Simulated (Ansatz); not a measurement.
# GeBr5: the cost of one run

Program: Ansatz 0.2.0. Level of theory: DFT PBE, scalar-relativistic, plane waves, PAW. These are calculated values, not measurements.

2 further runs of the same task are left out: 1 that didn't finish, 1 set aside as unsound or not needed.

## Step 1: Starting point

It takes space group P6/mmm (No. 191, hexagonal). The conventional cell has a = 6.514 Å, b = 6.514 Å, c = 5.473 Å, α = 90.00°, β = 90.00°, γ = 120.00°. Ge (site symmetry 6/mmm) is surrounded by 18 Br at 3.76 to 4.25 Å. Br (site symmetry mmm) is surrounded by 8 Br at 3.26 to 3.32 Å and 4 Ge at 4.25 Å. Br (site symmetry -6m2) is surrounded by 9 Br at 3.32 to 3.76 Å and 3 Ge at 3.76 Å.

Structure file:

```
CELL_PARAMETERS angstrom
6.51363 0.00000 0.00000
-3.25681 5.64097 0.00000
0.00000 0.00000 5.47283
ATOMIC_POSITIONS crystal
Ge 0.00000 0.00000 0.00000
Br 0.00000 0.50000 0.50000
Br 0.33333 0.66667 0.00000
Br 0.66667 0.33333 0.00000
Br 0.50000 0.00000 0.50000
Br 0.50000 0.50000 0.50000
```

The cell is invented: species swapped into a database cell of LaPd5 (P6/mmm, No. 191), with Ge on the La sites and Br on the Pd sites. Lengths come from tabulated atomic sizes and are only a guess.

## Step 2: The guess as it stands, on a coarse mesh

input.yaml

```yaml
crystal:
  lattice:
    - [6.5136282, 0.0, 0.0]
    - [-3.2568141, 5.64096749, 0.0]
    - [0.0, 0.0, 5.47282895]
  atoms:
    - { symbol: Ge, position: [0.0, 0.0, 0.0] }
    - { symbol: Br, position: [0.0, 0.5, 0.5] }
    - { symbol: Br, position: [0.33333333, 0.66666667, 0.0] }
    - { symbol: Br, position: [0.66666667, 0.33333333, 0.0] }
    - { symbol: Br, position: [0.5, 0.0, 0.5] }
    - { symbol: Br, position: [0.5, 0.5, 0.5] }
basis:
  ecutwfc: 420
kpoints:
  mp_grid: { grid: [3, 3, 4] }
hamiltonian:
  xc: pbe
scf:
  occupations: { method: gaussian, width: 0.1 }
  lower_state_search: "off"
output:
  forces: true
  stress: true
  eigenvalues: true
```

Run with:

```sh
$ ansatz run input.yaml --threads 1 --pin off --max-ram 2560MiB --backend cpu --events-out ev --progress --plain --runs-dir out
```

What time and memory should one allow on 1 thread of AMD EPYC 9R45 (Zen 5), shared host?

About 2.2 s, with a peak of 0.46 GiB.
